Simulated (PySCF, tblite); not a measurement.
**C₇H₈SSi: geometry, infrared bands and NMR shifts**

What infrared bands and NMR shifts should C₇H₈SSi (`CC(=S)C#CC1=CC[SiH2]1`) show?

Computed with tblite 0.8.0 and PySCF 2.14.0, with density-fitted response routines of our own, on a single molecule in the gas phase. Atoms are numbered from 0 throughout.

## Step 1: The starting structure

17 atoms, charge 0, multiplicity 1; geometry from: force field or distance geometry start.

Bonds of the start (Å): C0–C1 1.50, C1–S2 1.64, C1–C3 1.44, C3–C4 1.21, C4–C5 1.54, C5–C6 1.35, C6–C7 1.54, C7–Si8 1.89, Si8–C5 1.85, C0–H9 1.09, C0–H10 1.10, C0–H11 1.08, C6–H12 1.09, C7–H13 1.09, C7–H14 1.09, Si8–H15 1.50, Si8–H16 1.48.

## Step 2: Relaxing the molecule with GFN2-xTB

The job: settings as JSON, then the geometry in Å.

```
{"job": {"kind": "relax", "xc": "GFN2-xTB", "basis": "xTB"}, "charge": 0, "multiplicity": 1}
C      0.504100     3.789600    -0.400000
C     -0.644800     2.835600    -0.577600
S     -2.112700     3.237700    -1.201700
C     -0.432900     1.459000    -0.219600
C     -0.245200     0.302700     0.098400
C     -0.008400    -1.167700     0.475700
C      1.074000    -1.790100     1.001300
C      0.564600    -3.239700     1.111900
Si    -1.081300    -2.673400     0.381700
H      1.016400     3.589000     0.544100
H      0.146000     4.828300    -0.388200
H      1.197500     3.662800    -1.224700
H      2.046000    -1.389300     1.296800
H      0.478300    -3.647000     2.119500
H      1.078600    -3.968900     0.488000
H     -2.229500    -2.672900     1.347100
H     -1.358000    -3.143800    -0.998200
```

Command:

```console
OMP_NUM_THREADS=1 python probes_run.py task.json out
```

This one command runs all jobs of the session in turn.

**Question.** This job is followed by: GFN2-xTB harmonic vibrations, gas phase; GIAO PBE0/pcSseg-1 NMR shielding, non-relativistic, gas phase. Predict these results of the whole session: strongest single infrared mode (GFN2-xTB); zero-point energy (GFN2-xTB); 13C shifts against TMS (PBE0/pcSseg-1); 1H shifts against TMS (PBE0/pcSseg-1, means over atoms taken as alike); 33S shifts against CS2 (PBE0/pcSseg-1); 29Si shifts against TMS (PBE0/pcSseg-1).

**Answer**, as computed:

| quantity | value |
| --- | --- |
| strongest single infrared mode (GFN2-xTB) | 2290 cm⁻¹, 437 km/mol |
| zero-point energy (GFN2-xTB) | 73.4 kcal/mol |
| 13C shifts against TMS (PBE0/pcSseg-1) | 241.5, 173.7, 135.4, 110.8, 104.1, 45.9, 21.1 ppm |
| 1H shifts against TMS (PBE0/pcSseg-1, means over atoms taken as alike) | 7.49, 5.15, 3.15, 2.07 ppm |
| 33S shifts against CS2 (PBE0/pcSseg-1) | 1215 ppm |
| 29Si shifts against TMS (PBE0/pcSseg-1) | -32.3 ppm |

In words: Relaxing lowered the energy by 0.577 eV in 74 steps; the close pair that moved most is C4–C5, from 1.536 to 1.384 Å. The lowest mode is slightly imaginary (10i cm⁻¹), a soft motion within the noise of the Hessian, so the minimum is not strictly shown. GFN2-xTB is a fitted tight-binding method: band positions and strengths are rough. Its intensities can rank the bands wrongly. The most deshielded carbon is C1 (thiocarbonyl carbon), at 241.5 ppm: low-lying n→π* states of the double bond to the heteroatom give a large paramagnetic term (-319 ppm). H12 (hydrogen on an alkene CH) lies farthest downfield among hydrogen, at 7.49 ppm; olefinic region. At PBE0/pcSseg-1: The widest tensor belongs to S2: span 2735 ppm, with a paramagnetic part of -1768 ppm.
